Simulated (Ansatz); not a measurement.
# C2H5BrN2: the cost of one run

The runs use Ansatz 0.2.0, Gaussian basis; the settings change from run to run.

## 1. The molecule

The geometry comes from an earlier relaxation with PBE0-D4 in a triple-zeta def2 set; it is a stationary point, not always the lowest conformer.

SMILES `CNC(=N)Br`, 10 atoms, charge 0, spin multiplicity 1.

Atoms are counted from 1 here; the program's logs count them from 0.

Bond lengths: C1–N2 1.443 Å, C1–H6 1.094 Å, C1–H7 1.091 Å, C1–H8 1.089 Å, N2–C3 1.345 Å, N2–H9 1.002 Å, C3–N4 1.254 Å, C3–Br5 1.950 Å, N4–H10 1.010 Å. Angles: N2–C1–H6 111.8°, N2–C1–H7 109.9°, N2–C1–H8 108.6°, H6–C1–H7 107.9°, H6–C1–H8 109.4°, H7–C1–H8 109.1°, C1–N2–C3 120.2°, C1–N2–H9 120.0°, C3–N2–H9 118.0°, N2–C3–N4 125.0°, N2–C3–Br5 110.7°, N4–C3–Br5 124.3°, C3–N4–H10 114.3°.

## 2. r2SCANh/def2-TZVPD

Options: coordinates scaled by 1.25, D3(BJ) with three-body dispersion, high accuracy.

File in.yaml:

```yaml
crystal:
  periodic: [false, false, false]
  atoms:
    - {symbol: C, position_ang: [-0.949619, -1.370533, 0.488816]}
    - {symbol: N, position_ang: [-0.264692, 0.275147, 0.763204]}
    - {symbol: C, position_ang: [0.754583, 0.969244, -0.380373]}
    - {symbol: N, position_ang: [1.281157, 0.250098, -1.669453]}
    - {symbol: Br, position_ang: [1.336074, 3.250453, 0.253343]}
    - {symbol: H, position_ang: [-1.778639, -1.400601, -0.598649]}
    - {symbol: H, position_ang: [0.057935, -2.263719, 0.273892]}
    - {symbol: H, position_ang: [-1.645709, -1.741110, 1.598985]}
    - {symbol: H, position_ang: [-0.762097, 1.022464, 1.637055]}
    - {symbol: H, position_ang: [2.074883, 0.944807, -2.363319]}
basis:
  gaussian: {orbitals: def2-TZVPD}
hamiltonian: {xc: {name: r2SCANh}, dispersion: d3bjatm}
accuracy: high
output: {forces: true}
```

Command:

```sh
$ ansatz run in.yaml --threads 4 --pin off --events-out ev --progress --plain --max-ram 10444MiB
```

Q: Estimate wall time and peak memory on 4 threads of Arm Neoverse V2, shared host.

About 28 s, with a peak of 1.9 GiB.
